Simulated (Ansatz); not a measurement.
# CH8GeO: the cost of one run

Program: Ansatz 0.2.0. Level of theory: RKS PBE-D4/def2-SVP. These are calculated values, not measurements.

## (1) Starting point

Bond lengths: Ge1–H3 1.502 Å, Ge1–H4 1.502 Å, Ge1–H5 1.516 Å, Ge1–O7 2.170 Å, O7–C8 1.405 Å, C8–H9 1.094 Å, C8–H10 1.094 Å, C8–H11 1.092 Å. Angles: H3–Ge1–H4 115.6°, H3–Ge1–H5 107.0°, H3–Ge1–O7 116.2°, H4–Ge1–H5 106.8°, H4–Ge1–O7 116.6°, H5–Ge1–O7 90.4°, Ge1–O7–C8 134.5°, O7–C8–H9 110.1°, O7–C8–H10 109.9°, O7–C8–H11 109.2°, H9–C8–H10 109.6°, H9–C8–H11 109.0°, H10–C8–H11 109.0°.

Structure file:

```xyz
11

Ge   -0.5900    0.8788   -1.1621
H     1.4004    0.7689   -1.2223
H    -0.6269    0.3029   -2.5487
H    -0.4654    2.3731   -1.0822
H    -1.9012    0.5110   -0.4950
H     1.4373    0.1947   -0.4304
O     0.5034   -0.2671    0.3210
C     0.1368   -1.0398    1.4355
H     0.4300   -2.0830    1.2832
H     0.6217   -0.6500    2.3352
H    -0.9462   -0.9895    1.5657
```

## (2) A restrained relaxation towards end A

Springs on the bonds that form and break draw the guess towards this end; the thresholds are loose.

Contents of input.yaml:

```yaml
crystal:
  periodic: [false, false, false]
  atoms:
    - { symbol: Ge, position_ang: [-0.59, 0.8788, -1.1621] }
    - { symbol: H, position_ang: [1.4004, 0.7689, -1.2223] }
    - { symbol: H, position_ang: [-0.6269, 0.3029, -2.5487] }
    - { symbol: H, position_ang: [-0.4654, 2.3731, -1.0822] }
    - { symbol: H, position_ang: [-1.9012, 0.511, -0.495] }
    - { symbol: H, position_ang: [1.4373, 0.1947, -0.4304] }
    - { symbol: O, position_ang: [0.5034, -0.2671, 0.321] }
    - { symbol: C, position_ang: [0.1368, -1.0398, 1.4355] }
    - { symbol: H, position_ang: [0.43, -2.083, 1.2832] }
    - { symbol: H, position_ang: [0.6217, -0.65, 2.3352] }
    - { symbol: H, position_ang: [-0.9462, -0.9895, 1.5657] }
basis:
  gaussian: { orbitals: def2-SVP }
hamiltonian:
  xc: pbe
  dispersion: d4
relax:
  f_tol: 0.15
  max_steps: 25
  restrain:
    - { distance: [0, 6], at: 3.16, k: 30.0 }
    - { distance: [5, 1], at: 1.92, k: 30.0 }
    - { distance: [0, 1], at: 1.51, k: 30.0 }
    - { distance: [5, 6], at: 0.97, k: 30.0 }
```

Command:

```console
ansatz run input.yaml --threads 2 --pin off --max-ram 3072MiB --backend cpu --events-out ev --progress --plain --runs-dir out
```

**Question.** How long does this run take on 2 threads of Intel Xeon Platinum 8488C (Sapphire Rapids), shared host, and how much memory does it need?

About 21 s, with a peak of 0.16 GiB.
